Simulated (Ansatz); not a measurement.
TaSbSe:

```
CELL_PARAMETERS angstrom
3.62961 0.00000 0.00000
0.00000 3.62961 0.00000
0.00000 0.00000 5.63455
ATOMIC_POSITIONS crystal
Ta 0.00000 0.00000 0.00000
Sb 0.00000 0.00000 0.50000
Se 0.50000 0.50000 0.00000
```

The cell was built by a generator and needn't be a form met in nature.

* Program: Ansatz 0.2.0
* Task: relaxation of cell and atoms
* Functional: BLYP
* Dispersion: D3(BJ)
* Potentials or basis: Ansatz PAW
* Cutoff: 420 eV (not typed: the program's choice for these potentials)
* k mesh: 7 × 7 × 5
* Occupations: fermi-dirac, width 0.05 eV
* Spin: no spin polarisation

At the start: volume 24.74 Å³/atom.

Where does the relaxation end?

It ends after 6 steps and the volume is 24.20 Å³/atom (-2.2 %); space group P4/mmm (No. 123, to 0.05 Å).

The path:
```csv
step,energy change (eV),largest force (eV/Å),volume (Å³)
1,0.0000,0.0000,74.23
2,-0.0058,0.0000,71.37
3,-0.0121,0.0000,72.63
4,-0.0122,0.0000,72.60
5,-0.0122,0.0000,72.60
6,-0.0119,0.0000,72.60
```

Final structure:
```cif
data_structure
_symmetry_space_group_name_H-M 'P 1'
_symmetry_Int_Tables_number 1
_cell_length_a 3.6118
_cell_length_b 3.6118
_cell_length_c 5.5656
_cell_angle_alpha 90.000
_cell_angle_beta 90.000
_cell_angle_gamma 90.000
_cell_volume 72.60
loop_
_atom_site_label
_atom_site_type_symbol
_atom_site_fract_x
_atom_site_fract_y
_atom_site_fract_z
_atom_site_occupancy
Ta1 Ta 0.00000 0.00000 0.00000 1
Sb1 Sb 0.00000 0.00000 0.50000 1
Se1 Se 0.50000 0.50000 0.00000 1
```

Caveat: the plane-wave basis is chosen anew once the cell has moved, so the energies of steps on either side of that aren't comparable; pairwise dispersion overbinds metals, which lowers pressure and volume; the PAW data sets come from PBE, with cores solved anew for the run's functional, which leaves a small shift of forces and pressure.
